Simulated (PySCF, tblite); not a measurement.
# C9H14: geometry, infrared bands and NMR shifts

What infrared bands and NMR shifts should C9H14 (`CCC1=C(C)CCC=C1`) show?

Computed with tblite 0.8.0 and PySCF 2.14.0, with density-fitted response routines of our own, on a single molecule in the gas phase. Atoms count from 0, in the outputs and in this text.

## 1. Starting geometry

23 atoms, charge 0, multiplicity 1; geometry from: force field or distance geometry start.

Bonds of the start (Å): C0–C1 1.52, C1–C2 1.50, C2–C3 1.35, C3–C4 1.51, C3–C5 1.52, C5–C6 1.54, C6–C7 1.50, C7–C8 1.34, C8–C2 1.46, C0–H9 1.10, C0–H10 1.10, C0–H11 1.08, C1–H12 1.11, C1–H13 1.10, C4–H14 1.09, C4–H15 1.09, C4–H16 1.10, C5–H17 1.10, C5–H18 1.09, C6–H19 1.10, C6–H20 1.09, C7–H21 1.09, C8–H22 1.10.

## 2. Relaxing the molecule with GFN2-xTB

Job settings and geometry (Å):

```
{"job": {"kind": "relax", "xc": "GFN2-xTB", "basis": "xTB"}, "charge": 0, "multiplicity": 1}
C      2.618100     0.439300    -0.843800
C      1.911600     0.137500     0.467400
C      0.419000     0.226200     0.366700
C     -0.419100    -0.804500     0.110800
C      0.021400    -2.232900    -0.111500
C     -1.929200    -0.623600     0.071400
C     -2.405600     0.828500    -0.098800
C     -1.421800     1.856000     0.386800
C     -0.134000     1.555500     0.598400
H      2.378700     1.456600    -1.179900
H      2.298500    -0.260300    -1.627900
H      3.691300     0.358100    -0.724500
H      2.278300     0.823300     1.259100
H      2.227700    -0.860100     0.821500
H     -0.333200    -2.866100     0.695700
H      1.102900    -2.346400    -0.181900
H     -0.397100    -2.599400    -1.056400
H     -2.341700    -1.037300     1.004400
H     -2.352100    -1.214600    -0.737000
H     -3.350200     0.949800     0.446100
H     -2.620200     1.027500    -1.149500
H     -1.789300     2.865800     0.542300
H      0.541300     2.348300     0.950700
```

Launch:

```bash
$ OMP_NUM_THREADS=1 python probes_run.py task.json out
```

The driver reads the jobs from task.json and runs them one after another.

**Question.** This job is followed by: GFN2-xTB harmonic vibrations, gas phase; GIAO PBE0/pcSseg-1 NMR shielding, non-relativistic, gas phase. What will the session give for the following? strongest single infrared mode (GFN2-xTB); zero-point energy (GFN2-xTB); 13C shifts against TMS (PBE0/pcSseg-1); 1H shifts against TMS (PBE0/pcSseg-1, means over atoms taken as alike).

As calculated:

| quantity | value |
| --- | --- |
| strongest single infrared mode (GFN2-xTB) | 2911 cm⁻¹, 91 km/mol |
| zero-point energy (GFN2-xTB) | 127.5 kcal/mol |
| 13C shifts against TMS (PBE0/pcSseg-1) | 139.2, 137.5, 134.9, 131.8, 32.2, 30.8, 27.3, 21.4, 18.0 ppm |
| 1H shifts against TMS (PBE0/pcSseg-1, means over atoms taken as alike) | 6.12, 5.97, 2.20, 2.14, 2.01, 1.92, 1.02 ppm |

What this shows: The optimisation took 79 steps and gained 0.116 eV; among the close pairs (by a distance rule), C8–H22 changed most, from 1.099 to 1.081 Å. All 63 modes are real, so the xTB geometry is a minimum. The strongest single mode, at 2911 cm⁻¹, moves mainly H17 and H20. Unscaled tight-binding wavenumbers are off by several per cent, some by more. Its intensities can rank the bands wrongly.
